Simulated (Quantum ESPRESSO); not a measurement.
# Fe2Ge (P6/mmm) in Quantum ESPRESSO: reference runs, part 2 of 2

Quantum ESPRESSO 7.5. Earlier steps stand in the parts before.

## (6) Single point, PBEsol, collinear spin, ferromagnetic start, 13.14 Å³/atom

The input, pw.in:

```
&CONTROL
  calculation = 'scf'
  prefix = 'pwscf'
  outdir = './tmp'
  pseudo_dir = './pseudo'
  tstress = .true.
  disk_io = 'nowf'
/
&SYSTEM
  ibrav = 0
  nat = 3
  ntyp = 2
  ecutwfc = 56
  ecutrho = 448
  nbnd = 35
  occupations = 'smearing'
  smearing = 'fd'
  degauss = 0.00367493
  nspin = 2
  starting_magnetization(1) = 0
  starting_magnetization(2) = 0.1875
/
&ELECTRONS
  conv_thr = 6d-10
  electron_maxstep = 120
  mixing_beta = 0.3
/
ATOMIC_SPECIES
Ge    72.6300 ge_pbesol_v1.4.uspp.F.UPF
Fe    55.8450 fe_pbesol_v1.5.uspp.F.UPF
CELL_PARAMETERS angstrom
   4.1636340796    0.0000000000    0.0000000000
  -2.0818170398    3.6058128850    0.0000000000
   0.0000000000    0.0000000000    2.6264660000
ATOMIC_POSITIONS crystal
Ge     0.0000000000    0.0000000000    0.0000000000
Fe     0.3333333333    0.6666666667    0.5000000000
Fe     0.6666666667    0.3333333333    0.5000000000
K_POINTS automatic
7 7 10 0 0 0
```

Potentials or basis: GBRV 1.5 PBEsol.

Started as:

```bash
$ OMP_NUM_THREADS=1 mpirun -n 2 pw.x -nk 2 -in pw.in > pw.out
```

pw.out:

```text
This program is part of the open-source Quantum ESPRESSO suite
     for quantum simulation of materials; please cite
[... 13 lines left out ...]
     --------------------
     sticks:   dense  smooth     PW     G-vecs:    dense   smooth      PW
     Sum        1915     955    295                42663    14969    2539

     Using Slab Decomposition

     bravais-lattice index     =            0
     lattice parameter (alat)  =       7.8681  a.u.
     unit-cell volume          =     266.0995 (a.u.)^3
     number of atoms/cell      =            3
     number of atomic types    =            2
     number of electrons       =        46.00
     number of Kohn-Sham states=           35
     kinetic-energy cutoff     =      56.0000  Ry
     charge density cutoff     =     448.0000  Ry
     scf convergence threshold =      6.0E-10
     mixing beta               =       0.3000
     number of iterations used =            8  plain     mixing
     Exchange-correlation= SLA  PW   PSX  PSC
                           (   1   4  10   8   0   0   0)

     celldm(1)=   7.868128  celldm(2)=   0.000000  celldm(3)=   0.000000
     celldm(4)=   0.000000  celldm(5)=   0.000000  celldm(6)=   0.000000

     crystal axes: (cart. coord. in units of alat)
               a(1) = (   1.000000   0.000000   0.000000 )
               a(2) = (  -0.500000   0.866025   0.000000 )
               a(3) = (   0.000000   0.000000   0.630811 )

     reciprocal axes: (cart. coord. in units 2 pi/alat)
               b(1) = (  1.000000  0.577350 -0.000000 )
               b(2) = (  0.000000  1.154701  0.000000 )
               b(3) = (  0.000000 -0.000000  1.585261 )

     PseudoPot. # 1 for Ge read from file:
     ge_pbesol_v1.4.uspp.F.UPF
     Pseudo is Ultrasoft + core correction, Zval = 14.0
     Generated by new atomic code, or converted to UPF format
     Using radial grid of  873 points,  6 beta functions with:
                l(1) =   0
                l(2) =   0
                l(3) =   1
                l(4) =   1
                l(5) =   2
                l(6) =   2
     Q(r) pseudized with  8 coefficients,  rinner =    1.400   1.400   1.400
                                                       1.400   1.400

     PseudoPot. # 2 for Fe read from file:
     fe_pbesol_v1.5.uspp.F.UPF
     Pseudo is Ultrasoft + core correction, Zval = 16.0
     Generated by new atomic code, or converted to UPF format
     Using radial grid of  861 points,  6 beta functions with:
                l(1) =   0
                l(2) =   0
                l(3) =   1
                l(4) =   1
                l(5) =   2
                l(6) =   2
     Q(r) pseudized with  8 coefficients,  rinner =    1.000   1.000   1.000
                                                       1.000   1.000

     atomic species   valence    mass     pseudopotential
     Ge               14.00    72.63000     Ge( 1.00)
     Fe               16.00    55.84500     Fe( 1.00)

     Starting magnetic structure
     atomic species   magnetization
     Ge              0.000
     Fe              0.188

     24 Sym. Ops., with inversion, found

   Cartesian axes

     site n.     atom                  positions (alat units)
         1        Ge     tau(   1) = (   0.0000000   0.0000000   0.0000000  )
         2        Fe     tau(   2) = (  -0.0000000   0.5773503   0.3154055  )
         3        Fe     tau(   3) = (   0.5000000   0.2886751   0.3154055  )

     number of k points=    48  Fermi-Dirac smearing, width (Ry)=  0.0037
                       cart. coord. in units 2pi/alat
        k(    1) = (   0.0000000   0.0000000   0.0000000), wk =   0.0020408
        k(    2) = (   0.0000000   0.0000000   0.1585261), wk =   0.0040816
        k(    3) = (   0.0000000   0.0000000   0.3170522), wk =   0.0040816
        k(    4) = (   0.0000000   0.0000000   0.4755783), wk =   0.0040816
        k(    5) = (   0.0000000   0.0000000   0.6341044), wk =   0.0040816
        k(    6) = (   0.0000000   0.0000000  -0.7926305), wk =   0.0020408
[... 40 lines left out ...]
        k(   47) = (   0.2857143   0.4948717   0.6341044), wk =   0.0244898
        k(   48) = (   0.2857143   0.4948717  -0.7926305), wk =   0.0122449

     Dense  grid:    42663 G-vectors     FFT dimensions: (  54,  54,  36)

     Smooth grid:    14969 G-vectors     FFT dimensions: (  40,  40,  24)

     Check: negative core charge=   -0.000027
     Generating pointlists ...
     new r_m :   0.2602 (alat units)  2.0474 (a.u.) for type    1
     new r_m :   0.2382 (alat units)  1.8738 (a.u.) for type    2

     Initial potential from superposition of free atoms

     starting charge      43.9992, renormalised to      46.0000
     Starting wfcs are   35 randomized atomic wfcs

     Self-consistent Calculation

     iteration #  1     ecut=    56.00 Ry     beta= 0.30
     Davidson diagonalization with overlap
     ethr =  1.00E-02,  avg # of iterations =  4.5

     total energy              =    -713.40239837 Ry
     estimated scf accuracy    <       1.80232066 Ry

     total magnetization       =     4.60 Bohr mag/cell
     absolute magnetization    =     4.75 Bohr mag/cell

     iteration #  2     ecut=    56.00 Ry     beta= 0.30
     Davidson diagonalization with overlap
     ethr =  3.92E-03,  avg # of iterations =  2.1

     total energy              =    -713.49375347 Ry
     estimated scf accuracy    <       0.20063346 Ry

     total magnetization       =     4.85 Bohr mag/cell
     absolute magnetization    =     4.94 Bohr mag/cell
[... 81 lines left out ...]
     iteration # 11     ecut=    56.00 Ry     beta= 0.30
     Davidson diagonalization with overlap
     ethr =  3.18E-10,  avg # of iterations =  2.0

     total energy              =    -713.53711190 Ry
     estimated scf accuracy    <       0.00000004 Ry

     total magnetization       =     5.14 Bohr mag/cell
     absolute magnetization    =     5.23 Bohr mag/cell

     iteration # 12     ecut=    56.00 Ry     beta= 0.30
     Davidson diagonalization with overlap
     ethr =  8.33E-11,  avg # of iterations =  1.6

     Magnetic moment per site  (integrated on atomic sphere of radius R)
     atom   1 (R=0.260)  charge= 12.1993  magn=  0.0100
     atom   2 (R=0.238)  charge= 14.2575  magn=  2.4995
     atom   3 (R=0.238)  charge= 14.2575  magn=  2.4995

     End of self-consistent calculation

 ------ SPIN UP ------------

          k = 0.0000 0.0000 0.0000 (  1835 PWs)   bands (ev):

   -71.8847 -71.8167 -38.1558 -38.1063 -38.0879 -38.0879 -37.8500 -37.8500
    -8.7906  -8.5842  -8.5842  -8.5710  -8.5710   3.6294  11.5364  11.5364
    12.1737  13.1711  13.4034  13.4034  13.9920  13.9920  14.8209  14.8209
    16.4582  18.3059  18.3059  19.0675  19.0675  23.2877  24.0472  29.8007
    35.6473  36.8763  36.8763

          k = 0.0000 0.0000 0.1585 (  1884 PWs)   bands (ev):

   -71.8832 -71.8153 -38.1702 -38.1196 -38.0864 -38.0864 -37.8488 -37.8488
    -8.7641  -8.5831  -8.5831  -8.5816  -8.5816   3.8495  11.6560  11.6560
    12.2924  13.3133  13.3133  13.3872  13.9028  13.9028  14.7274  14.7274
    16.5872  18.4028  18.4028  19.4387  19.4387  22.0650  23.3245  32.1839
    33.3442  33.3442  33.6992

          k = 0.0000 0.0000 0.3171 (  1884 PWs)   bands (ev):
[... 353 lines left out ...]
   -71.8434 -71.8310 -38.2666 -38.2555 -38.0998 -37.9818 -37.9311 -37.8121
    -8.6723  -8.6712  -8.5707  -8.5697  -8.5375   7.9336  11.1845  11.4782
    11.4951  13.0469  13.2419  13.7972  14.3268  14.8210  14.9228  15.4807
    15.5673  15.6352  16.2633  19.9354  20.6253  23.3762  24.4076  26.4557
    30.1229  30.3572  31.5943

          k = 0.2857 0.4949-0.7926 (  1880 PWs)   bands (ev):

   -71.8420 -71.8296 -38.2803 -38.2690 -38.0982 -37.9804 -37.9297 -37.8110
    -8.6828  -8.6816  -8.5692  -8.5683  -8.5111   8.8053  10.4771  11.5537
    11.6922  12.9811  13.2650  13.8854  14.2646  14.6559  14.9649  15.2548
    15.6928  16.2932  17.5753  18.5455  18.8188  23.6327  25.3294  26.2176
    29.3663  29.9396  31.4078

 ------ SPIN DOWN ----------

          k = 0.0000 0.0000 0.0000 (  1835 PWs)   bands (ev):

   -68.8347 -68.7594 -35.2128 -35.2128 -35.0338 -34.9781 -34.9461 -34.9461
    -8.7809  -8.5767  -8.5767  -8.5606  -8.5606   3.7729  12.4333  12.4333
    13.8380  15.0884  15.2039  15.2039  16.8385  16.8385  17.1240  17.8338
    17.8338  19.9549  19.9549  20.0166  20.0166  24.2334  24.6024  30.1014
    36.3174  37.0661  37.0661

          k = 0.0000 0.0000 0.1585 (  1884 PWs)   bands (ev):

   -68.8331 -68.7579 -35.2110 -35.2110 -35.0502 -34.9931 -34.9448 -34.9448
    -8.7545  -8.5756  -8.5756  -8.5713  -8.5713   3.9932  12.5906  12.5906
    13.9641  15.1631  15.1631  15.3356  16.6167  16.6167  17.2042  17.6790
    17.6790  20.1020  20.1020  20.3918  20.3918  22.3536  24.6143  32.4480
    33.6709  33.6709  34.3633

          k = 0.0000 0.0000 0.3171 (  1884 PWs)   bands (ev):
[... 353 lines left out ...]
   -68.7891 -68.7753 -35.2262 -35.1604 -35.1477 -35.0937 -35.0367 -34.9030
    -8.6616  -8.6605  -8.5633  -8.5623  -8.5281   8.2046  12.1113  12.3456
    12.6405  14.7554  15.1582  15.7241  16.7858  16.9457  17.2339  17.3205
    17.6332  18.0215  18.3485  21.1285  21.7397  23.8936  25.0227  26.9942
    30.9484  31.0567  32.1608

          k = 0.2857 0.4949-0.7926 (  1880 PWs)   bands (ev):

   -68.7875 -68.7738 -35.2243 -35.1760 -35.1630 -35.0921 -35.0352 -34.9018
    -8.6720  -8.6709  -8.5618  -8.5610  -8.5017   9.2665  10.9034  12.8447
    12.8915  14.5175  15.1287  15.7310  16.6492  16.9315  17.1438  17.4075
    18.1201  18.2867  19.2208  20.0222  20.1215  23.9990  25.7449  26.8469
    30.2727  30.6300  32.1776

     the Fermi energy is    16.3453 ev

!    total energy              =    -713.53711196 Ry
     estimated scf accuracy    <          5.5E-10 Ry
     smearing contrib. (-TS)   =      -0.00141370 Ry
     internal energy E=F+TS    =    -713.53569826 Ry

     The total energy is F=E-TS. E is the sum of the following terms:
     one-electron contribution =    -349.89256686 Ry
     hartree contribution      =     208.36830450 Ry
     xc contribution           =    -115.69205509 Ry
     ewald contribution        =    -456.31938081 Ry

     total magnetization       =     5.14 Bohr mag/cell
     absolute magnetization    =     5.24 Bohr mag/cell

     convergence has been achieved in  12 iterations

     Computing stress (Cartesian axis) and pressure

          total   stress  (Ry/bohr**3)                   (kbar)     P=      -64.54
  -0.00045407  -0.00000000   0.00000000          -66.80       -0.00        0.00
  -0.00000000  -0.00045407   0.00000000           -0.00      -66.80        0.00
   0.00000000   0.00000000  -0.00040805            0.00        0.00      -60.03

=------------------------------------------------------------------------------=
   JOB DONE.
=------------------------------------------------------------------------------=
```

Run time: 1.8 min. Hardware: 2 MPI ranks of Arm Neoverse N1, shared host; peak memory 0.36 GiB.

Results:

| Property | Result |
| --- | --- |
| Free energy | -9708.1670 eV |
| Pressure | -6.5 GPa |
| Band gap on the k mesh | none (metal or under the smearing width) |
| Net moment | 5.14 μB per cell |
| Absolute moment | 5.24 μB per cell |
| Site moments | Ge +0.01; Fe +2.50 μB |
| Valence electrons inside the program's atomic spheres | Ge 12.20; Fe 14.26 |

## (7) Single point, PBEsol, collinear spin, ferromagnetic start, 13.41 Å³/atom

Changes to pw.in since step 6:

```diff
@@ -31,5 +31,5 @@
 CELL_PARAMETERS angstrom
-   4.1636340796    0.0000000000    0.0000000000
-  -2.0818170398    3.6058128850    0.0000000000
-   0.0000000000    0.0000000000    2.6264660000
+   4.1912086188    0.0000000000    0.0000000000
+  -2.0956043094    3.6296931365    0.0000000000
+   0.0000000000    0.0000000000    2.6438603215
 ATOMIC_POSITIONS crystal
```

Started as:

```bash
$ OMP_NUM_THREADS=1 mpirun -n 2 pw.x -nk 2 -in pw.in > pw.out
```

Run time: 1.8 min. Hardware: 2 MPI ranks of Arm Neoverse N1, shared host; peak memory 0.38 GiB.

Results (log left out):

```yaml
Free_energy: -9708.1299 eV
Pressure: -8.6 GPa
Band_gap_on_the_k_mesh: none (metal or under the smearing width)
Net_moment: 5.22 μB per cell
Absolute_moment: 5.32 μB per cell
Site_moments: Ge +0.01; Fe +2.54 μB
Valence_electrons_inside_the_program's_atomic_spheres: Ge 12.22; Fe 14.27
```

## (8) Single point, PBEsol, collinear spin, ferromagnetic start, 13.67 Å³/atom

Changes to pw.in since step 7:

```diff
@@ -31,5 +31,5 @@
 CELL_PARAMETERS angstrom
-   4.1912086188    0.0000000000    0.0000000000
-  -2.0956043094    3.6296931365    0.0000000000
-   0.0000000000    0.0000000000    2.6438603215
+   4.2184250218    0.0000000000    0.0000000000
+  -2.1092125109    3.6532632329    0.0000000000
+   0.0000000000    0.0000000000    2.6610287267
 ATOMIC_POSITIONS crystal
```

Started as:

```bash
$ OMP_NUM_THREADS=1 mpirun -n 2 pw.x -nk 2 -in pw.in > pw.out
```

Wall time 1.8 min (2 MPI ranks of Arm Neoverse N1, shared host); peak memory 0.38 GiB.

Results (log left out):

- Free energy: -9708.0828 eV
- Pressure: -10.5 GPa
- Band gap on the k mesh: none (metal or under the smearing width)
- Net moment: 5.28 μB per cell
- Absolute moment: 5.39 μB per cell
- Site moments: Ge +0.01; Fe +2.57 μB
- Valence electrons inside the program's atomic spheres: Ge 12.24; Fe 14.29

## (9) Single point, PBEsol, collinear spin, ferromagnetic start, 13.93 Å³/atom

Changes to pw.in since step 8:

```diff
@@ -31,5 +31,5 @@
 CELL_PARAMETERS angstrom
-   4.2184250218    0.0000000000    0.0000000000
-  -2.1092125109    3.6532632329    0.0000000000
-   0.0000000000    0.0000000000    2.6610287267
+   4.2452946954    0.0000000000    0.0000000000
+  -2.1226473477    3.6765330528    0.0000000000
+   0.0000000000    0.0000000000    2.6779784113
 ATOMIC_POSITIONS crystal
```

Potentials or basis: GBRV 1.5 PBEsol.

Started as:

```bash
$ OMP_NUM_THREADS=1 mpirun -n 2 pw.x -nk 2 -in pw.in > pw.out
```

It took 1.9 min on 2 MPI ranks of Arm Neoverse N1, shared host; peak memory 0.38 GiB.

The run converged. Its results:

* Free energy: -9708.0265 eV
* Pressure: -12.3 GPa
* Band gap on the k mesh: none (metal or under the smearing width)
* Net moment: 5.32 μB per cell
* Absolute moment: 5.44 μB per cell
* Site moments: Ge +0.01; Fe +2.60 μB
* Valence electrons inside the program's atomic spheres: Ge 12.26; Fe 14.30

## (10) Equation of state, PBEsol, collinear spin, ferromagnetic start

Potentials or basis: GBRV 1.5 PBEsol.

No new run: the results of the series are fitted here.

What came out:

```yaml
Equilibrium_volume: 12.46 Å³/atom
Bulk_modulus_at_fixed_shape_and_positions: 132 GPa
Pressure_derivative_of_the_bulk_modulus: 3.1
```

Energy against volume, from the lowest point:
| volume (Å³/atom) | energy (meV/atom) |
| --- | --- |
| 12.355 | 0.00 |
| 12.618 | 0.41 |
| 12.881 | 5.07 |
| 13.144 | 13.79 |
| 13.407 | 26.14 |
| 13.670 | 41.83 |
| 13.933 | 60.60 |

Caveat: the cell was scaled at fixed shape and fractional positions, which overstates the stiffness of a crystal with free parameters, most of all of layers and chains.
